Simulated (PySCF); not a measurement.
# [Pb2F]+: a search over shapes and spin states

Aim: find the stationary points of [Pb2F]+ from linear and bent starts in the singlet and triplet states, tell minima from saddle points, and describe the lowest.

The runs use PySCF 2.14.0; PBE, basis F def2-SVP, Pb def2-SVP with ECP60, scalar-relativistic core potentials, no spin–orbit coupling, density fitting.

### Step 1. The system as given

3 atoms, charge 1, spin multiplicity 1.

Bond lengths: F1–Pb2 2.038 Å, F1–Pb3 2.038 Å. Angles: Pb2–F1–Pb3 180.0°.

Coordinates in bohr (charge 1 multiplicity 1):
```
F     0.0000    0.0000    0.0000
Pb    0.0000    0.0000    3.8520
Pb    0.0000    0.0000   -3.8520
```

### Step 2. Relaxation: linear start, singlet

The steps below are one call of a driver around PySCF. For each, scf.py gives the equivalent set-up of the SCF; relaxations use the driver's own optimiser. Before each start the driver seeks the lowest SCF state from one or more starting densities and follows internal instabilities, so scf.py alone need not reach the same state.

The program finds D∞h symmetry in the start, which this walk keeps. Threshold on the gradient: 0.0003 Eh/bohr, with a further test on the energy change.

scf.py reads:

```python
from pyscf import gto, scf, dft
mol = gto.M(atom='''
F      0.000000     0.000000     0.000000
Pb     0.000000     0.000000     2.038400
Pb     0.000000     0.000000    -2.038400''',
    basis={'F': 'def2-SVP', 'Pb': 'def2-SVP'},
    ecp={'Pb': 'def2-SVP'},
    charge=1, spin=0)
mf = dft.RKS(mol, xc='PBE')
mf.grids.atom_grid = (50, 194)
aux = {'F': 'def2-universal-JKFIT', 'Pb': 'def2-universal-JKFIT'}
mf = mf.density_fit(auxbasis=aux)
mf.kernel()
```

The optimiser's trace:

```tsv
step	energy (Eh)	change (kJ/mol)	largest symmetric gradient (Eh/bohr)
0	-485.217645	0.00	0.07278
1	-485.240156	-59.10	0.01823
2	-485.242228	-64.54	0.00624
3	-485.242538	-65.36	0.00098
4	-485.242545	-65.37	0.00007
```

The walk needed 18 s of wall time on 4 threads, shared host.

Geometry (Å) and forces (eV/Å) at some steps:

```
step 0
F    0.000   0.000   0.000   0.000   0.000   0.000
Pb   0.000   0.000   2.038   0.000   0.000   3.742
Pb   0.000   0.000  -2.038   0.000   0.000  -3.742
step 1
F    0.000   0.000   0.000   0.000   0.000   0.000
Pb   0.000   0.000   2.178   0.000   0.000   0.937
Pb   0.000   0.000  -2.178   0.000   0.000  -0.938
step 2
F    0.000   0.000   0.000   0.000   0.000   0.000
Pb   0.000   0.000   2.223   0.000   0.000   0.321
Pb   0.000   0.000  -2.223   0.000   0.000  -0.321
step 3
F    0.000   0.000   0.000   0.000   0.000   0.000
Pb   0.000   0.000   2.247   0.000   0.000   0.050
Pb   0.000   0.000  -2.247   0.000   0.000  -0.050
step 4
F    0.000   0.000   0.000   0.000   0.000   0.000
Pb   0.000   0.000   2.252   0.000   0.000   0.003
Pb   0.000   0.000  -2.252   0.000   0.000  -0.003
```

It settles in D∞h symmetry, 65.4 kJ/mol below the start, after 4 steps: F–Pb 2.252 Å (×2); Pb–F–Pb 180.0°.

### Step 3. Vibrations and properties at this point

The point is checked on the finer grid, and tightened if its gradient asks for it. The Hessian and the dipole derivatives come from central differences of analytic gradients, with steps of 0.01 bohr.

Changes to scf.py since step 2:

```diff
@@ -4,2 +4,2 @@
-Pb     0.000000     0.000000     2.038400
-Pb     0.000000     0.000000    -2.038400''',
+Pb     0.000000    -0.000000     2.252480
+Pb    -0.000000     0.000000    -2.252480''',
@@ -10 +10 @@
-mf.grids.atom_grid = (50, 194)
+mf.grids.atom_grid = (75, 302)
```

This SCF starts from the last density.

Log of the central SCF (cycles and frontier levels), cut to the lines that bear on the results:

```text
[... the frontier levels of the middle cycles are left out ...]
init E= -485.242793049807
  HOMO = -0.291379738855861  LUMO = -0.286473295441538  gap/eV = 0.13351
cycle= 1 E= -485.241208316424  delta_E= 0.00158  |g|= 0.0564  |ddm|= 2.26
  HOMO = -0.289537776043246  LUMO = -0.284640712217226  gap/eV = 0.13326
cycle= 2 E= -485.241108813531  delta_E= 9.95e-05  |g|= 0.0587  |ddm|= 2.28
cycle= 3 E= -485.237248768267  delta_E= 0.00386  |g|= 0.0817  |ddm|= 0.222
cycle= 4 E= -485.239181162917  delta_E= -0.00193  |g|= 0.067  |ddm|= 0.349
cycle= 5 E= -485.241359739531  delta_E= -0.00218  |g|= 0.0534  |ddm|= 2.26
cycle= 6 E= -485.239207995553  delta_E= 0.00215  |g|= 0.073  |ddm|= 0.149
cycle= 7 E= -485.241384864241  delta_E= -0.00218  |g|= 0.0527  |ddm|= 0.148
cycle= 8 E= -485.241613633714  delta_E= -0.000229  |g|= 0.0476  |ddm|= 0.0199
cycle= 9 E= -485.242055614429  delta_E= -0.000442  |g|= 0.0381  |ddm|= 2.27
cycle= 10 E= -485.242129806131  delta_E= -7.42e-05  |g|= 0.0362  |ddm|= 0.00639
cycle= 11 E= -485.242158222805  delta_E= -2.84e-05  |g|= 0.0356  |ddm|= 2.26
cycle= 12 E= -485.242010421097  delta_E= 0.000148  |g|= 0.0396  |ddm|= 0.099
cycle= 13 E= -485.242265951561  delta_E= -0.000256  |g|= 0.0323  |ddm|= 2.26
cycle= 14 E= -485.242191872429  delta_E= 7.41e-05  |g|= 0.034  |ddm|= 0.0751
[... 33 cycles left out ...]
cycle= 48 E= -485.241044630601  delta_E= -0.000779  |g|= 0.0544  |ddm|= 0.0704
cycle= 49 E= -485.240400607716  delta_E= 0.000644  |g|= 0.0675  |ddm|= 2.28
cycle= 50 E= -485.239653599445  delta_E= 0.000747  |g|= 0.0763  |ddm|= 0.0712
cycle= 51 E= -485.238644918843  delta_E= 0.00101  |g|= 0.0887  |ddm|= 0.0494
cycle= 52 E= -485.239495919829  delta_E= -0.000851  |g|= 0.0805  |ddm|= 0.0389
cycle= 53 E= -485.240224203555  delta_E= -0.000728  |g|= 0.0704  |ddm|= 0.0401
cycle= 54 E= -485.24138808943  delta_E= -0.00116  |g|= 0.0525  |ddm|= 0.0808
cycle= 55 E= -485.241856270807  delta_E= -0.000468  |g|= 0.0398  |ddm|= 0.0886
cycle= 56 E= -485.240052690137  delta_E= 0.0018  |g|= 0.0632  |ddm|= 2.12
cycle= 57 E= -485.24161318371  delta_E= -0.00156  |g|= 0.0459  |ddm|= 0.668
cycle= 58 E= -485.23953963047  delta_E= 0.00207  |g|= 0.0697  |ddm|= 0.0842
cycle= 59 E= -485.239824420606  delta_E= -0.000285  |g|= 0.071  |ddm|= 0.0849
cycle= 60 E= -485.241728706637  delta_E= -0.0019  |g|= 0.0441  |ddm|= 0.11
SCF not converged.
init E= -485.242793049807
cycle= 1 E= -485.242793049811  delta_E= -4.43e-12  |g|= 9.11e-07  |ddm|= 6.05e-06
  HOMO = -0.291379733210232  LUMO = -0.286473278501828  gap/eV = 0.13351
Extra cycle  E= -485.241208318776  delta_E= 0.00158  |g|= 0.0564  |ddm|= 2.26
SCF not converged.
  HOMO = -0.289537783449887  LUMO = -0.284640798309987  gap/eV = 0.13325
macro= 0  E= -485.242793049814  delta_E= -0.00158473  |g|= 9.28131e-06  4 KF 14 JK
macro= 1  E= -485.242793049823  delta_E= -9.77707e-12  |g|= 1.89167e-06  1 KF 2 JK
macro X = 2  E=-485.242793049823  |g|= 1.89167e-06  total 6 KF 19 JK
converged SCF energy = -485.242793049823
```

The whole step took 31 s.

Geometry: D∞h; F–Pb 2.252 Å (×2); Pb–F–Pb 180.0°.

Wavenumbers (cm⁻¹): 107, 117, 133, 409. These are not to be trusted: the point is only loosely found or the SCF state changes between the displacements.

### Step 4. Relaxing the triplet from the linear start

The program finds D∞h symmetry in the start, which this walk keeps. Threshold on the gradient: 0.0003 Eh/bohr, with a further test on the energy change.

Changes to scf.py since step 3:

```diff
@@ -4,2 +4,2 @@
-Pb     0.000000    -0.000000     2.252480
-Pb    -0.000000     0.000000    -2.252480''',
+Pb     0.000000     0.000000     2.038400
+Pb     0.000000     0.000000    -2.038400''',
@@ -8,3 +8,3 @@
-    charge=1, spin=0)
-mf = dft.RKS(mol, xc='PBE')
-mf.grids.atom_grid = (75, 302)
+    charge=1, spin=2)
+mf = dft.UKS(mol, xc='PBE')
+mf.grids.atom_grid = (50, 194)
```

Steps of the walk:

```tsv
step	energy (Eh)	change (kJ/mol)	largest symmetric gradient (Eh/bohr)
0	-485.240727	0.00	0.07201
1	-485.262814	-57.99	0.01799
2	-485.264832	-63.29	0.00612
3	-485.265130	-64.07	0.00095
4	-485.265136	-64.09	0.00006
```

The walk took 5.2 s.

Geometry (Å) and forces (eV/Å) at some steps:

```
step 0
F    0.000   0.000   0.000   0.000   0.000   0.000
Pb   0.000   0.000   2.038   0.000   0.000   3.703
Pb   0.000   0.000  -2.038   0.000   0.000  -3.703
step 1
F    0.000   0.000   0.000   0.000   0.000   0.000
Pb   0.000   0.000   2.177   0.000   0.000   0.925
Pb   0.000   0.000  -2.177   0.000   0.000  -0.925
step 2
F    0.000   0.000   0.000   0.000   0.000  -0.001
Pb   0.000   0.000   2.222   0.000   0.000   0.315
Pb   0.000   0.000  -2.222   0.000   0.000  -0.314
step 3
F    0.000   0.000   0.000   0.000   0.000   0.001
Pb   0.000   0.000   2.245   0.000   0.000   0.048
Pb   0.000   0.000  -2.245   0.000   0.000  -0.049
step 4
F    0.000   0.000   0.000   0.000   0.000  -0.003
Pb   0.000   0.000   2.249   0.000   0.000   0.004
Pb   0.000   0.000  -2.249   0.000   0.000  -0.002
```

After 4 steps and 64.1 kJ/mol it ends at D∞h: F–Pb 2.249 Å (×2); Pb–F–Pb 180.0°.

### Step 5. Is it a minimum? Harmonic modes

As before: finer grid, then central differences.

Changes to scf.py since step 4:

```diff
@@ -4,2 +4,2 @@
-Pb     0.000000     0.000000     2.038400
-Pb     0.000000     0.000000    -2.038400''',
+Pb     0.000000     0.000000     2.250190
+Pb     0.000000    -0.000000    -2.250190''',
@@ -10 +10 @@
-mf.grids.atom_grid = (50, 194)
+mf.grids.atom_grid = (75, 302)
```

Log of the central SCF (cycles and frontier levels):

```text
init E= -485.26538084034
[... the frontier-level lines of each cycle are left out ...]
cycle= 1 E= -485.265368713907  delta_E= 1.21e-05  |g|= 0.00261  |ddm|= 0.00727
cycle= 2 E= -485.237499638308  delta_E= 0.0279  |g|= 0.119  |ddm|= 0.357
cycle= 3 E= -485.265322561087  delta_E= -0.0278  |g|= 0.00573  |ddm|= 0.366
cycle= 4 E= -485.265372849755  delta_E= -5.03e-05  |g|= 0.00218  |ddm|= 0.00988
cycle= 5 E= -485.265380795624  delta_E= -7.95e-06  |g|= 0.000167  |ddm|= 0.00531
cycle= 6 E= -485.265380833497  delta_E= -3.79e-08  |g|= 7.92e-05  |ddm|= 0.000237
cycle= 7 E= -485.265380844575  delta_E= -1.11e-08  |g|= 6.87e-06  |ddm|= 0.000198
cycle= 8 E= -485.26538084466  delta_E= -8.47e-11  |g|= 1.18e-06  |ddm|= 2.21e-05
Extra cycle  E= -485.265380837881  delta_E= 6.78e-09  |g|= 6.17e-05  |ddm|= 0.000172
SCF not converged.
init E= -485.26538084034
cycle= 1 E= -485.265380843485  delta_E= -3.14e-09  |g|= 3.94e-05  |ddm|= 0.00018
cycle= 2 E= -485.265380844249  delta_E= -7.63e-10  |g|= 2.26e-05  |ddm|= 0.000122
cycle= 3 E= -485.265380844518  delta_E= -2.7e-10  |g|= 8.1e-06  |ddm|= 1.96e-05
cycle= 4 E= -485.265380844628  delta_E= -1.09e-10  |g|= 2.41e-06  |ddm|= 1.53e-05
cycle= 5 E= -485.26538084463  delta_E= -2.16e-12  |g|= 3.3e-06  |ddm|= 7.41e-06
Extra cycle  E= -485.265380771448  delta_E= 7.32e-08  |g|= 0.000203  |ddm|= 0.000567
SCF not converged.
macro= 0  E= -485.265380844658  delta_E= -7.32099e-08  |g|= 0.000202757  1 KF 3 JK
macro= 1  E= -485.265380844658  delta_E= -3.41061e-13  |g|= 3.43978e-06  1 KF 2 JK
macro X = 2  E=-485.265380844658  |g|= 3.43978e-06  total 3 KF 8 JK
converged SCF energy = -485.265380844658  <S^2> = 2.0026801  2S+1 = 3.0017862
```

The whole step took 12 s.

Geometry: D∞h; F–Pb 2.250 Å (×2); Pb–F–Pb 180.0°.

Modes, for the most abundant isotopes:

```tsv
symmetry	ω (cm⁻¹)	IR (km/mol)
σg+	118	0.0
πu	120	17.2
σu+	401	30.9
```

All wavenumbers are real: a minimum.

Constants and moments:

```
Dipole moment about the centre of mass                          : 0.00 D
Highest occupied level                                          : -8.17 eV
Lowest empty level                                              : -8.02 eV
Rotational constants                                            : 0.008004 cm⁻¹
Zero-point energy                                               : 4.5 kJ/mol
Principal polarisabilities                                      : 47.1, 47.1, 301.8 bohr³
Principal traceless quadrupole moments about the centre of mass : -17.50, -17.50, 35.00 D Å
Entropy at 298.15 K and 1 bar (electronic part: spin only)      : 324.0 J/(mol K)
Heat capacity Cp at 298.15 K                                    : 59.5 J/(mol K)
Enthalpy at 298.15 K above 0 K                                  : 14.99 kJ/mol
Rotational symmetry number                                      : 2
Spin squared ⟨S²⟩                                               : 2.003
```

Populations by atom (charges in e):

```tsv
atom	Mulliken	Löwdin	polar tensor	spin (Mulliken)	Mayer order to F1
F1	-0.40	-0.24	0.03	-0.04	–
Pb2,3	0.70	0.62	0.49	1.02	0.52
```

Outer orbital energies (eV). α occupied: -26.04, -18.00, -16.76, -13.83, -13.66, -13.66, -8.17, -8.17; empty: -8.02, -8.02, -7.05, -5.66. β occupied: -25.99, -25.99, -25.96, -17.58, -16.15, -13.68, -13.68, -13.62; empty: -7.27, -7.27, -7.16, -7.16.

Mulliken populations on F1: s 3.94, p 5.46, d 0.00.

### Step 6. Relaxation: bent start, triplet

The program finds C2v symmetry in the start, which this walk keeps. Threshold on the gradient: 0.0003 Eh/bohr, with a further test on the energy change.

Changes to scf.py since step 5:

```diff
@@ -3,3 +3,3 @@
-F      0.000000     0.000000     0.000000
-Pb     0.000000     0.000000     2.250190
-Pb     0.000000    -0.000000    -2.250190''',
+F      0.000000     0.000000    -1.118130
+Pb     1.669800    -0.000000     0.051070
+Pb    -1.669800     0.000000     0.051070''',
@@ -10 +10 @@
-mf.grids.atom_grid = (75, 302)
+mf.grids.atom_grid = (50, 194)
```

Steps of the walk:

```tsv
step	energy (Eh)	change (kJ/mol)	largest symmetric gradient (Eh/bohr)
0	-485.250657	0.00	0.09206
1	-485.278224	-72.38	0.01936
2	-485.281032	-79.75	0.00694
3	-485.282349	-83.21	0.00773
4	-485.282757	-84.28	0.00558
5	-485.283043	-85.03	0.00145
6	-485.283060	-85.07	0.00003
```

The walk needed 6.6 s of wall time on 4 threads, shared host.

Positions (Å) and forces (eV/Å) along the way:

```
step 0
F    0.000   0.000  -1.118   0.000   0.000  -4.734
Pb   1.670   0.000   0.051   2.719   0.000   2.367
Pb  -1.670   0.000   0.051  -2.719   0.000   2.367
step 1
F    0.000   0.000  -1.281   0.000   0.000  -0.995
Pb   1.702   0.000   0.133  -0.016   0.000   0.498
Pb  -1.702   0.000   0.133   0.016   0.000   0.498
step 3
F    0.000   0.000  -1.417   0.000   0.000   0.281
Pb   1.626   0.000   0.200  -0.397   0.000  -0.141
Pb  -1.626   0.000   0.200   0.397   0.000  -0.141
step 6
F    0.000   0.000  -1.425   0.000   0.000   0.001
Pb   1.579   0.000   0.204   0.001   0.000  -0.001
Pb  -1.579   0.000   0.204  -0.001   0.000  -0.001
```

End point (C2v, 6 steps, 85.1 kJ/mol gained): F–Pb 2.269 Å (×2), Pb–Pb 3.158 Å; F–Pb–Pb 45.9° (×2), Pb–F–Pb 88.2°.

### Step 7. Vibrations and properties at this point

The same treatment as at the point before.

Changes to scf.py since step 6:

```diff
@@ -3,3 +3,3 @@
-F      0.000000     0.000000    -1.118130
-Pb     1.669800    -0.000000     0.051070
-Pb    -1.669800     0.000000     0.051070''',
+F     -0.000000    -0.000000    -1.561167
+Pb     1.578172    -0.000000     0.072915
+Pb    -1.578172     0.000000     0.072915''',
@@ -10 +10 @@
-mf.grids.atom_grid = (50, 194)
+mf.grids.atom_grid = (75, 302)
```

SCF at the final geometry:

```text
init E= -485.282632482462
[... the frontier-level lines of each cycle are left out ...]
cycle= 1 E= -485.282632482372  delta_E= 8.97e-11  |g|= 1.65e-05  |ddm|= 2.51e-05
cycle= 2 E= -485.282632481238  delta_E= 1.13e-09  |g|= 5.35e-05  |ddm|= 6.16e-05
cycle= 3 E= -485.282632482482  delta_E= -1.24e-09  |g|= 3.53e-06  |ddm|= 5.14e-05
cycle= 4 E= -485.282632482484  delta_E= -2.5e-12  |g|= 3.12e-06  |ddm|= 1.76e-05
Extra cycle  E= -485.282632482193  delta_E= 2.91e-10  |g|= 1.41e-05  |ddm|= 4.99e-05
converged SCF energy = -485.282632482193  <S^2> = 2.001382  2S+1 = 3.0009212
```

The whole step took 11 s.

Geometry: C2v; F–Pb 2.272 Å (×2), Pb–Pb 3.156 Å; F–Pb–Pb 46.0° (×2), Pb–F–Pb 88.0°.

Harmonic modes (main isotopes):

```csv
symmetry,ω (cm⁻¹),IR (km/mol),μ (u)
a1,89,0.4,153.42
b2,260,0.0,20.62
a1,399,30.8,20.48
```

No imaginary mode, so this is a minimum.

Properties at this point:

| Item | Value |
| --- | --- |
| Dipole moment about the centre of mass | 2.01 D |
| Highest occupied level | -9.08 eV |
| Lowest empty level | -8.94 eV |
| Rotational constants | 0.3475, 0.01627, 0.01554 cm⁻¹ |
| Zero-point energy | 4.5 kJ/mol |
| Principal polarisabilities | 45.7, 46.0, 170.1 bohr³ |
| Principal traceless quadrupole moments about the centre of mass | -11.86, -9.96, 21.82 D Å |
| Entropy at 298.15 K and 1 bar (electronic part: spin only) | 337.0 J/(mol K) |
| Heat capacity Cp at 298.15 K | 54.9 J/(mol K) |
| Enthalpy at 298.15 K above 0 K | 13.96 kJ/mol |
| Rotational symmetry number | 2 |
| Spin squared ⟨S²⟩ | 2.001 |

Populations by atom (charges in e):

```
 atom  Mulliken  Löwdin  polar tensor  spin (Mulliken)  Mayer order to F1
   F1     -0.36   -0.24         -0.30             0.07                  –
Pb2,3      0.68    0.62          0.65             0.97               0.54
```

Outer orbital energies (eV). α occupied: -26.65, -18.40, -17.49, -13.73, -13.66, -13.54, -9.94, -9.08; empty: -8.13, -7.51, -7.34, -5.65. β occupied: -26.58, -26.56, -26.53, -17.80, -17.02, -13.57, -13.45, -13.30; empty: -8.94, -8.23, -7.32, -7.12.

Mulliken populations on F1: s 3.96, p 5.40, d 0.00.

### Step 8. Bent start, singlet: relaxation

The program finds C2v symmetry in the start, which this walk keeps.

Changes to scf.py since step 7:

```diff
@@ -3,3 +3,3 @@
-F     -0.000000    -0.000000    -1.561167
-Pb     1.578172    -0.000000     0.072915
-Pb    -1.578172     0.000000     0.072915''',
+F      0.000000     0.000000    -1.118130
+Pb     1.669800    -0.000000     0.051070
+Pb    -1.669800     0.000000     0.051070''',
@@ -8,3 +8,3 @@
-    charge=1, spin=2)
-mf = dft.UKS(mol, xc='PBE')
-mf.grids.atom_grid = (75, 302)
+    charge=1, spin=0)
+mf = dft.RKS(mol, xc='PBE')
+mf.grids.atom_grid = (50, 194)
```

Steps of the walk:

```tsv
step	energy (Eh)	change (kJ/mol)	largest symmetric gradient (Eh/bohr)
0	-485.249908	0.00	0.09858
1	-485.280830	-81.19	0.02165
2	-485.285430	-93.26	0.00958
3	-485.286642	-96.44	0.00565
4	-485.286813	-96.89	0.00332
5	-485.286904	-97.13	0.00026
6	-485.286903	-97.13	0.00002
```

The walk took 5.2 s.

After 6 steps and 97.1 kJ/mol it ends at C2v: F–Pb 2.275 Å (×2), Pb–Pb 3.152 Å; F–Pb–Pb 46.1° (×2), Pb–F–Pb 87.7°.

### Step 9. Hessian and properties

As before: finer grid, then central differences.

Changes to scf.py since step 8:

```diff
@@ -3,3 +3,3 @@
-F      0.000000     0.000000    -1.118130
-Pb     1.669800    -0.000000     0.051070
-Pb    -1.669800     0.000000     0.051070''',
+F      0.000000    -0.000000    -1.571794
+Pb     1.575442    -0.000000     0.073251
+Pb    -1.575442     0.000000     0.073251''',
@@ -10 +10 @@
-mf.grids.atom_grid = (50, 194)
+mf.grids.atom_grid = (75, 302)
```

Log of the central SCF (cycles and frontier levels):

```text
init E= -485.286481814521
  HOMO = -0.334037029643236  LUMO = -0.321318207233946  gap/eV = 0.34610
cycle= 1 E= -485.286481814067  delta_E= 4.54e-10  |g|= 2.81e-05  |ddm|= 9.13e-05
  HOMO = -0.334037063581513  LUMO = -0.321318419460201  gap/eV = 0.34609
cycle= 2 E= -485.286481810346  delta_E= 3.72e-09  |g|= 8.12e-05  |ddm|= 0.00026
  HOMO = -0.334037022646581  LUMO = -0.321318226236502  gap/eV = 0.34610
cycle= 3 E= -485.286481814584  delta_E= -4.24e-09  |g|= 3.5e-06  |ddm|= 0.00019
  HOMO = -0.334037029008473  LUMO = -0.321318249837921  gap/eV = 0.34610
cycle= 4 E= -485.286481814586  delta_E= -2.5e-12  |g|= 2.04e-07  |ddm|= 3.43e-06
  HOMO = -0.33403703131887  LUMO = -0.32131824683439  gap/eV = 0.34610
Extra cycle  E= -485.286481814586  delta_E=    0  |g|= 6.58e-07  |ddm|= 8.7e-07
converged SCF energy = -485.286481814586
```

The whole step took 8.6 s.

Geometry: C2v; F–Pb 2.278 Å (×2), Pb–Pb 3.151 Å; F–Pb–Pb 46.2° (×2), Pb–F–Pb 87.5°.

Harmonic modes (main isotopes):

| symmetry | ω (cm⁻¹) | IR (km/mol) |
| --- | --- | --- |
| a1 | 113 | 0.8 |
| b2 | 286 | 8.2 |
| a1 | 398 | 32.4 |

No imaginary mode, so this is a minimum.

Properties at this point:

```
Dipole moment about the centre of mass                          : 2.18 D
Highest occupied level                                          : -9.09 eV
Lowest empty level                                              : -8.74 eV
Rotational constants                                            : 0.3429, 0.01633, 0.01559 cm⁻¹
Zero-point energy                                               : 4.8 kJ/mol
Principal polarisabilities                                      : 39.2, 47.6, 153.8 bohr³
Principal traceless quadrupole moments about the centre of mass : -13.87, -0.83, 14.71 D Å
Entropy at 298.15 K and 1 bar                                   : 325.3 J/(mol K)
Heat capacity Cp at 298.15 K                                    : 54.6 J/(mol K)
Enthalpy at 298.15 K above 0 K                                  : 13.75 kJ/mol
Rotational symmetry number                                      : 2
```

Populations by atom (charges in e):

```json
{"atom": "F1", "Mulliken": "-0.36", "Löwdin": "-0.23", "polar tensor": "-0.44", "Mayer order to F1": "–"}
{"atom": "Pb2,3", "Mulliken": "0.68", "Löwdin": "0.62", "polar tensor": "0.72", "Mayer order to F1": "0.55"}
```

Outer orbital energies (eV). occupied: -26.29, -26.24, -17.96, -17.11, -13.66, -13.63, -13.55, -9.09; empty: -8.74, -7.80, -7.25, -6.77.

Mulliken populations on F1: s 3.96, p 5.40, d 0.00.

### Step 10. Would spin polarisation lower it?

At the lowest minimum the closed shell is tested against spin polarisation, on the (50, 194) grid. It is unstable: an open-shell solution lies lower. That solution was not followed to a minimum here.

### Step 11. The points found, side by side

| spin | group | bonds | imaginary modes (cm⁻¹) | ΔE (kJ/mol) | with zero-point energy |
| --- | --- | --- | --- | --- | --- |
| singlet | C2v | F–Pb 2.278 Å (×2), Pb–Pb 3.151 Å | none | 0.0 | 0.0 |
| triplet | C2v | F–Pb 2.272 Å (×2), Pb–Pb 3.156 Å | none | 10.1 | 9.8 |
| triplet | D∞h | F–Pb 2.250 Å (×2) | none | 55.4 | 55.2 |

### Step 12. What came out

| quantity | value |
| --- | --- |
| lowest minimum | singlet, C2v (closed shell, unstable towards spin polarisation) |
| geometry | F–Pb 2.278 Å (×2), Pb–Pb 3.151 Å; F–Pb–Pb 46.2° (×2), Pb–F–Pb 87.5° |
| wavenumbers (cm⁻¹) | 113 (a1), 286 (b2), 398 (a1) |
| dipole moment (centre of mass) | 2.18 D |
| highest occupied, lowest empty level | -9.09, -8.74 eV |
| polar-tensor charge of F1 | -0.44 e |
| zero-point energy | 4.8 kJ/mol |

What this shows: The lowest minimum found is the singlet of C2v symmetry; the next, a triplet of C2v symmetry, lies 10.1 kJ/mol higher. A gap this small between spin states is within what the choice of functional can turn round. In the infrared the band at 398 cm⁻¹ (a1) leads. A search over typed starts can miss a lower isomer. A stability analysis at the minimum finds the closed shell unstable towards spin polarisation: an open-shell solution lies lower, and these values are not those of the lowest state. With an element this heavy the missing spin–orbit coupling can shift these numbers.

The search up to here needed 2 min of wall time on 4 threads, shared host.
